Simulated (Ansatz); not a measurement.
# GaF3: the cost of one run

Computed with Ansatz 0.2.0 (DFT PBEsol, scalar-relativistic, plane waves, PAW).

1 further run of the same task is left out (set aside as unsound or not needed).

## 1. The structure to begin with

Symmetry: Pmmm, No. 47, orthorhombic system. Conventional cell: a = 3.819 Å, b = 6.312 Å, c = 7.518 Å, α = 90.00°, β = 90.00°, γ = 90.00°. Around Ga (site symmetry mm2) lie 6 F at 1.86 to 1.94 Å. Ga (site symmetry mmm) is surrounded by 6 F at 1.91 to 1.97 Å. F (site symmetry mm2) is surrounded by 2 Ga at 1.91 Å. F (site symmetry mmm) is surrounded by 2 Ga at 1.86 Å. Around F (site symmetry mmm) lie 2 Ga at 1.90 Å. F (site symmetry m) is surrounded by 2 Ga at 1.94 to 1.97 Å. Around F (site symmetry mmm) lie 2 Ga at 1.91 Å.

Structure file:

```xyz
12
Lattice="3.8185 0.0000 0.0000 0.0000 6.3118 0.0000 0.0000 0.0000 7.5182" Properties=species:S:1:pos:R:3 pbc="T T T"
Ga    0.0000    0.0000    1.8627
Ga    0.0000    0.0000    5.6555
Ga    0.0000    3.1559    0.0000
F     1.9093    0.0000    1.9587
F     0.0000    0.0000    0.0000
F     0.0000    0.0000    3.7591
F     0.0000    4.4006    1.5269
F     0.0000    1.9112    1.5269
F     1.9093    0.0000    5.5595
F     0.0000    4.4006    5.9912
F     0.0000    1.9112    5.9912
F     1.9093    3.1559    0.0000
```

It is the end of an earlier relaxation with the same method, from a generated guess; it is a trial structure. At a tolerance of 0.02 Å it has space group Pmmm (No. 47); it has 15.10 Å³/atom, an uncorrected energy of -2.52 eV/atom over the elements and, on its mesh, gap 3.92 eV.

## 2. Level of theory: PBEsol

Input file input.yaml:

```yaml
crystal:
  lattice:
    - [3.8185281, 0.0, 0.0]
    - [0.0, 6.3117961, 0.0]
    - [0.0, 0.0, 7.5181572]
  atoms:
    - { symbol: Ga, position: [0.0, 0.0, 0.247758] }
    - { symbol: Ga, position: [0.0, 0.0, 0.752242] }
    - { symbol: Ga, position: [0.0, 0.5, 0.0] }
    - { symbol: F, position: [0.5, 0.0, 0.260527] }
    - { symbol: F, position: [0.0, 0.0, 0.0] }
    - { symbol: F, position: [0.0, 0.0, 0.5] }
    - { symbol: F, position: [0.0, 0.697205, 0.2031] }
    - { symbol: F, position: [0.0, 0.302795, 0.2031] }
    - { symbol: F, position: [0.5, 0.0, 0.739473] }
    - { symbol: F, position: [0.0, 0.697205, 0.7969] }
    - { symbol: F, position: [0.0, 0.302795, 0.7969] }
    - { symbol: F, position: [0.5, 0.5, 0.0] }
basis:
  ecutwfc: 420
kpoints:
  mp_grid: { grid: [6, 4, 4] }
  band_path:
    path:
      - [[0.0, 0.0, 0.0], [0.5, 0.0, 0.0], [0.5, 0.5, 0.0], [0.0, 0.5, 0.0], [0.0, 0.0, 0.0], [0.0, 0.0, 0.5], [0.5, 0.0, 0.5], [0.5, 0.5, 0.5], [0.0, 0.5, 0.5], [0.0, 0.0, 0.5]]
      - [[0.5, 0.0, 0.0], [0.5, 0.0, 0.5]]
      - [[0.0, 0.5, 0.0], [0.0, 0.5, 0.5]]
      - [[0.5, 0.5, 0.0], [0.5, 0.5, 0.5]]
    npoints: 10
hamiltonian:
  xc: pbesol
scf:
  occupations: { method: gaussian, width: 0.02 }
  n_extra_bands: 30
output:
  forces: true
  stress: true
  eigenvalues: true
  populations: true
  dos: { projected: true, de: 0.02, nscf_kmesh: { grid: [9, 6, 6] } }
  bader: false
  write_density: true
  write_potential: true
  elf: true
  volumetric_format: npy
```

Run with:

```sh
ansatz run input.yaml --threads 4 --pin off --max-ram 8192MiB --backend cpu --events-out ev --progress --plain --runs-dir out
```

**Question.** How long does this run take on 4 threads of Arm Neoverse V1, shared host, and how much memory does it need?

About 50 s, with a peak of 1.3 GiB.
